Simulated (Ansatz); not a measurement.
**C₂H₅BO₂: basis-set convergence**

An exercise on one series of results from a longer session: the logs are not shown, and one member is left open.

The runs use Ansatz 0.2.0, Gaussian basis; one geometry, several basis sets.

Levels to be run: PBE0-D4/def2-SVP; ωB97M-V/def2-SVP; PBE0-D4/def2-QZVPP; ωB97M-V/def2-QZVPP; the functionals' def2-TZVPP values are taken from earlier runs.

## The relaxed structure

An earlier PBE0-D4 in a triple-zeta def2 set relaxation fixed the geometry.

SMILES `OC1(O)BC1`, 10 atoms, charge 0, spin multiplicity 1.

Atoms are counted from 1 here; the program's logs count them from 0.

Bond lengths: O1–C2 1.381 Å, O1–H6 0.966 Å, C2–O3 1.398 Å, C2–B4 1.538 Å, C2–C5 1.518 Å, O3–H7 0.963 Å, B4–C5 1.536 Å, B4–H8 1.184 Å, C5–H9 1.089 Å, C5–H10 1.087 Å. Angles: C2–O1–H6 107.9°, O1–C2–O3 115.0°, O1–C2–B4 123.3°, O1–C2–C5 119.7°, O3–C2–B4 115.0°, O3–C2–C5 112.0°, B4–C2–C5 60.4°, C2–O3–H7 107.4°, C2–B4–C5 59.2°, C2–B4–H8 151.2°, C5–B4–H8 148.9°, C2–C5–B4 60.5°, C2–C5–H9 113.6°, C2–C5–H10 120.4°, B4–C5–H9 115.5°, B4–C5–H10 122.4°, H9–C5–H10 114.0°.

The first run:

Input file in.yaml:

```yaml
crystal:
  periodic: [false, false, false]
  atoms:
    - {symbol: O, position_ang: [-0.841282, -0.581748, -1.312217]}
    - {symbol: C, position_ang: [0.069755, -0.216214, -0.340977]}
    - {symbol: O, position_ang: [1.379456, -0.036377, -0.797033]}
    - {symbol: B, position_ang: [-0.054459, -0.632887, 1.134400]}
    - {symbol: C, position_ang: [-0.316076, 0.817525, 0.700891]}
    - {symbol: H, position_ang: [-0.957593, 0.169777, -1.907148]}
    - {symbol: H, position_ang: [1.704988, -0.895966, -1.085336]}
    - {symbol: H, position_ang: [0.099839, -1.418234, 2.007033]}
    - {symbol: H, position_ang: [-1.363435, 1.112035, 0.656424]}
    - {symbol: H, position_ang: [0.361805, 1.630989, 0.946963]}
basis:
  gaussian: {orbitals: def2-SVP}
hamiltonian: {xc: pbe0, dispersion: d4}
output: {orbitals: {seedname: orbitals}}
```

Steps of the session up to this table: PBE0-D4 in def2-SVP; ωB97M-V in def2-SVP; PBE0-D4 in def2-QZVPP; ωB97M-V in def2-QZVPP.

One of the session's tables, all rows but one given; the rest of the session is left out.

It belongs to the step «Functionals by basis». 

```
functional       basis  HOMO (eV)
   PBE0-D4    def2-SVP      -6.85
   PBE0-D4  def2-TZVPP      -7.00
   PBE0-D4  def2-QZVPP      -7.05
   ωB97M-V    def2-SVP          ?
   ωB97M-V  def2-TZVPP      -9.30
   ωB97M-V  def2-QZVPP      -9.34
```

**Question.** Estimate the row for ωB97M-V, def2-SVP.

As computed: HOMO (eV): -9.13. In the column «HOMO (eV)» it lies between ωB97M-V, def2-TZVPP (-9.30) and PBE0-D4, def2-QZVPP (-7.05).
